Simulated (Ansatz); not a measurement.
# PdBr (rocksalt type): a single-point run

The task is a single-point run on PdBr (rocksalt type). The structure is shown as the input types it.

Program: Ansatz 0.2.0. Level of theory: DFT, PBE, PAW with Ansatz's default frozen-core files, scalar-relativistic. These are calculated values, not measurements.

## (1) The starting structure

Symmetry: Fm-3m, No. 225, cubic system. Conventional cell: a = 5.099 Å, b = 5.099 Å, c = 5.099 Å, α = 90.00°, β = 90.00°, γ = 90.00°. Around Pd (site symmetry m-3m) lie 6 Br at 2.55 Å. Br (site symmetry m-3m) has 6 Pd at 2.55 Å in its first shell of neighbours.

As a file:

```
Pd Br
1.0
     0.00000    2.54954    2.54954
     2.54954    0.00000    2.54954
     2.54954    2.54954    0.00000
Pd Br
1 1
Direct
  0.00000 0.00000 0.00000
  0.50000 0.50000 0.50000
```

## (2) The run

The input, input.yaml:

```yaml
crystal:
  lattice:
    - [0.0, 2.5495392208, 2.5495392208]
    - [2.5495392208, 0.0, 2.5495392208]
    - [2.5495392208, 2.5495392208, 0.0]
  atoms:
    - { symbol: Pd, position: [0.0, 0.0, 0.0] }
    - { symbol: Br, position: [0.5, 0.5, 0.5] }
kpoints:
  mp_grid: { grid: [13, 13, 13] }
scf:
  occupations: { method: fermi_dirac, width: 0.1 }
  max_iter: 80
hamiltonian:
  xc: pbe
  pseudopotentials: { kind: paw }
output:
  forces: true
  stress: true
  eigenvalues: true
  populations: true
magnetization:
  spin_polarized: true
  initial_magnetization: 7
```

The run is started by

```console
$ ansatz run input.yaml --threads 1 --pin off --max-ram 2048MiB --backend cpu --events-out ev --progress --plain --runs-dir out
```

What happens when this is run?

The program finished normally, with warnings (seeded moment not kept). It gives a pressure of 27 GPa, which is large; a structure far from rest gives such values too, whatever the setting.

In the input, magnetization.spin_polarized is true; magnetization.initial_magnetization is 7. A typed moment is only a start; here the run ends at the energy of the run without it (within 1 meV an atom), so the result stands.

No remedy is needed.
